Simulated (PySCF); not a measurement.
# ICl₂: a ladder of methods

Aim: at the PBE0 minimum of doublet ICl₂, found before, compare methods on energies and levels.

Method: several methods, basis I def2-TZVP with ECP28, Cl def2-TZVP, scalar-relativistic core potentials, no spin–orbit coupling, density fitting; program: PySCF 2.14.0.

## 1. The starting structure

3 atoms, charge 0, spin multiplicity 2.

Bond lengths: I1–Cl2 2.421 Å, I1–Cl3 2.421 Å. Angles: Cl2–I1–Cl3 151.0°.

```xyz
3
charge 0 multiplicity 2
I    -0.2141    0.0000    0.0000
Cl    0.3911    0.0000    2.3442
Cl    0.3911    0.0000   -2.3442
```

## 2. PBE0

The steps are one call of a driver around PySCF; scf.py gives each level's set-up. Each SCF starts from the density of the minimum. The driver also runs the species with one electron less or more at the same geometry (one less: multiplicity 3, one more: multiplicity 1); their logs are not shown.

Contents of scf.py:

```python
from pyscf import gto, scf, dft
mol = gto.M(atom='''
I     -0.214055     0.000000     0.000000
Cl     0.391145     0.000000     2.344209
Cl     0.391145    -0.000000    -2.344209''',
    basis={'I': 'def2-TZVP', 'Cl': 'def2-TZVP'},
    ecp={'I': 'def2-TZVP'},
    charge=0, spin=1)
mf = dft.UKS(mol, xc='PBE0')
mf.grids.atom_grid = (99, 590)
aux = {'I': 'def2-universal-JKFIT', 'Cl': 'def2-universal-JKFIT'}
mf = mf.density_fit(auxbasis=aux)
mf.kernel()
```

## 3. HF

scf.py, as its differences from that of step 2:

```diff
@@ -9,2 +9 @@
-mf = dft.UKS(mol, xc='PBE0')
-mf.grids.atom_grid = (99, 590)
+mf = scf.UHF(mol)
```

## 4. MP2

scf.py, as its differences from that of step 3:

```diff
@@ -12,0 +13,2 @@
+from pyscf.mp import dfump2
+dfump2.DFUMP2(mf, frozen=14).kernel()  # the driver gives MP2 a fitting basis of its own (RI)
```

## 5. PBE

scf.py, as its differences from that of step 4:

```diff
@@ -9 +9,2 @@
-mf = scf.UHF(mol)
+mf = dft.UKS(mol, xc='PBE')
+mf.grids.atom_grid = (99, 590)
@@ -13,2 +13,0 @@
-from pyscf.mp import dfump2
-dfump2.DFUMP2(mf, frozen=14).kernel()  # the driver gives MP2 a fitting basis of its own (RI)
```

## 6. r2SCAN

scf.py, as its differences from that of step 5:

```diff
@@ -9 +9 @@
-mf = dft.UKS(mol, xc='PBE')
+mf = dft.UKS(mol, xc='R2SCAN')
```

(Steps that only read results are left out.)

**Question.** What will these runs give? Wanted: atomisation energy, range; vertical ionisation energy, range; vertical electron affinity, range; orbital gap, range.

**Answer**, as computed:

| quantity | value |
| --- | --- |
| atomisation energy, range | 54 (HF) to 398 (PBE) kJ/mol |
| vertical ionisation energy, range | 9.69 (PBE) to 10.67 (MP2) eV |
| vertical electron affinity, range | 3.11 (HF) to 3.80 (MP2) eV |
| orbital gap, range | 0.48 (PBE) to 8.71 (HF) eV |

**Reading.** The atomisation energy spreads over 344 kJ/mol, from HF to PBE; without a CCSD(T) value for it there is no yardstick here. Without diffuse functions electron affinities tend to come out too low. With an element this heavy the missing spin–orbit coupling can shift these numbers.
